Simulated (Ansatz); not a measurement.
**AsH2NaO: a rigid scan of the bond length O1–H4**

Aim: the energy along the bond length O1–H4, from CCSD(T) and from cheaper methods, relative to the minimum. No other atom is relaxed.

Method: single points in def2-TZVPP; program: Ansatz 0.2.0, Gaussian basis.

Levels: PBE-D4, r2SCAN-D4, PBE0-D4, B3LYP-D4, wB97M-V, Hartree-Fock, MP2, CCSD, CCSD(T). The scan takes 0.861, 0.880, 0.908, 0.941, 0.978, 1.017, 1.059, 1.102, 1.148 Å.

Cores are frozen in the correlated methods. Filled d shells of the heavier atoms are correlated. The outer core shell of Li, Na, Mg and K is correlated. B3LYP uses VWN-RPA correlation.

108 further runs of the same task are left out: 108 set aside as unsound or not needed.

**1. The system as given**

SMILES `O[AsH][Na]`, 5 atoms, charge 0, spin multiplicity 1.

Atoms are counted from 1 here; the program's logs count them from 0.

Bond lengths: O1–As2 1.899 Å, O1–Na3 2.532 Å, O1–H4 0.960 Å, As2–Na3 2.709 Å, As2–H5 1.546 Å. Angles: As2–O1–Na3 73.8°, As2–O1–H4 107.9°, Na3–O1–H4 175.8°, O1–As2–Na3 63.9°, O1–As2–H5 95.0°, Na3–As2–H5 91.3°, O1–Na3–As2 42.3°.

Geometry (Å):

```xyz
5
AsH2NaO
O    -0.84278   -0.37954   -0.31372
As    0.80064    0.53479   -0.57779
Na    0.91426   -1.71262    0.93094
H    -1.53870    0.13896   -0.72349
H     0.66658    1.41842    0.68407
```

**2. Finding the minimum**

relax/in.yaml reads:

```yaml
crystal:
  periodic: [false, false, false]
  atoms:
    - {symbol: O, position_ang: [-0.842780, -0.379540, -0.313720]}
    - {symbol: As, position_ang: [0.800640, 0.534790, -0.577790]}
    - {symbol: Na, position_ang: [0.914260, -1.712620, 0.930940]}
    - {symbol: H, position_ang: [-1.538700, 0.138960, -0.723490]}
    - {symbol: H, position_ang: [0.666580, 1.418420, 0.684070]}
basis:
  gaussian: {orbitals: def2-TZVP}
hamiltonian: {xc: pbe0, dispersion: d4}
relax: {f_tol: 0.005, max_steps: 200}
```

On the command line:

```console
ansatz run in.yaml --threads 2 --pin off --events-out ev --progress --plain --max-ram 4352MiB
```

After this run come: The minimum at every level; O1–H4 = 0.861 Å; O1–H4 = 0.880 Å; O1–H4 = 0.908 Å; O1–H4 = 0.941 Å; O1–H4 = 0.978 Å; O1–H4 = 1.017 Å; O1–H4 = 1.059 Å; O1–H4 = 1.102 Å; O1–H4 = 1.148 Å.

Before running it: what results should come out? Wanted: highest point, CCSD(T); lowest point, CCSD(T); minimum along the scan, CCSD(T); RMS deviation from CCSD(T); largest T1 diagnostic.

As calculated:

| quantity | value |
| --- | --- |
| highest point, CCSD(T) | 61.9 kJ/mol at 1.148 Å |
| lowest point, CCSD(T) | 0.0 kJ/mol at 0.957 Å |
| minimum along the scan, CCSD(T) | 0.956 Å |
| curvature there | 53.8 eV/Å² |
| RMS deviation from CCSD(T) | PBE-D4 5.3, r2SCAN-D4 0.9, PBE0-D4 0.7, B3LYP-D4 1.0, wB97M-V 0.5, Hartree-Fock 11.5, MP2 0.6, CCSD 1.6 kJ/mol |
| largest T1 diagnostic | 0.012 |

**Reading.** A polynomial through the near points puts the CCSD(T) minimum 0.001 Å below the PBE0-D4 value. It is steeper on the short side than on the long one. Curvature against CCSD(T): PBE-D4 -8 %, Hartree-Fock +16 %. Best along the scan: wB97M-V. Worst: Hartree-Fock.
